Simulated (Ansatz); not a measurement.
# MgCd2TeSe2: the cost of one run

Program: Ansatz 0.2.0. Level of theory: DFT PBE, scalar-relativistic, plane waves, PAW. These are calculated values, not measurements.

## (1) Starting point

The structure is tetragonal, space group P4mm (No. 99). Conventional cell: a = 4.264 Å, b = 4.264 Å, c = 7.520 Å, α = 90.00°, β = 90.00°, γ = 90.00°. Mg (site symmetry 4mm) has 5 Cd at 3.33 to 3.60 Å and 4 Se at 3.42 Å and 4 Te at 3.64 Å as nearest neighbours. Around Cd (site symmetry 4mm) lie 4 Se at 2.46 Å and 4 Te at 3.40 Å. Cd (site symmetry 4mm) has 4 Se at 2.47 Å and 4 Mg at 3.33 Å and 1 Te at 3.46 Å as nearest neighbours. Around Te (site symmetry 4mm) lie 5 Cd at 3.40 to 3.46 Å and 4 Mg at 3.64 Å. Around Se (site symmetry 2mm) lie 4 Cd at 2.46 to 2.47 Å and 2 Mg at 3.42 Å.

As a file:

```cif
data_structure
_symmetry_space_group_name_H-M 'P 1'
_symmetry_Int_Tables_number 1
_cell_length_a 4.2645
_cell_length_b 4.2645
_cell_length_c 7.5195
_cell_angle_alpha 90.000
_cell_angle_beta 90.000
_cell_angle_gamma 90.000
_cell_volume 136.75
loop_
_atom_site_label
_atom_site_type_symbol
_atom_site_fract_x
_atom_site_fract_y
_atom_site_fract_z
_atom_site_occupancy
Mg1 Mg 0.00000 0.00000 0.64139 1
Cd1 Cd 0.00000 0.00000 0.16199 1
Cd2 Cd 0.50000 0.50000 0.83048 1
Te1 Te 0.50000 0.50000 0.37095 1
Se1 Se 0.50000 0.00000 0.99759 1
Se2 Se 0.00000 0.50000 0.99759 1
```

The cell is invented: species swapped into a database cell of La2BrClO2 (P4mm, No. 99), with Cd on the La sites, Te on the Br sites, Mg on the Cl sites and Se on the O sites. Lengths come from tabulated atomic sizes and are only a guess.

## (2) Probe: one point on a coarse mesh

input.yaml reads:

```yaml
crystal:
  lattice:
    - [4.26448439, 0.0, 0.0]
    - [0.0, 4.26448439, 0.0]
    - [0.0, 0.0, 7.51951096]
  atoms:
    - { symbol: Mg, position: [0.0, 0.0, 0.64138597] }
    - { symbol: Cd, position: [0.0, 0.0, 0.161994] }
    - { symbol: Cd, position: [0.5, 0.5, 0.83048201] }
    - { symbol: Te, position: [0.5, 0.5, 0.37095201] }
    - { symbol: Se, position: [0.5, 0.0, 0.99759299] }
    - { symbol: Se, position: [0.0, 0.5, 0.99759299] }
basis:
  ecutwfc: 420
kpoints:
  mp_grid: { grid: [4, 4, 2] }
hamiltonian:
  xc: pbe
scf:
  occupations: { method: gaussian, width: 0.1 }
  lower_state_search: "off"
output:
  forces: true
  stress: true
  eigenvalues: true
```

On the command line:

```
ansatz run input.yaml --threads 1 --pin off --max-ram 2560MiB --backend cpu --events-out ev --progress --plain --runs-dir out
```

What time and memory should one allow on 1 thread of Arm Neoverse V2, shared host?

About 6.8 s, with a peak of 0.4 GiB.
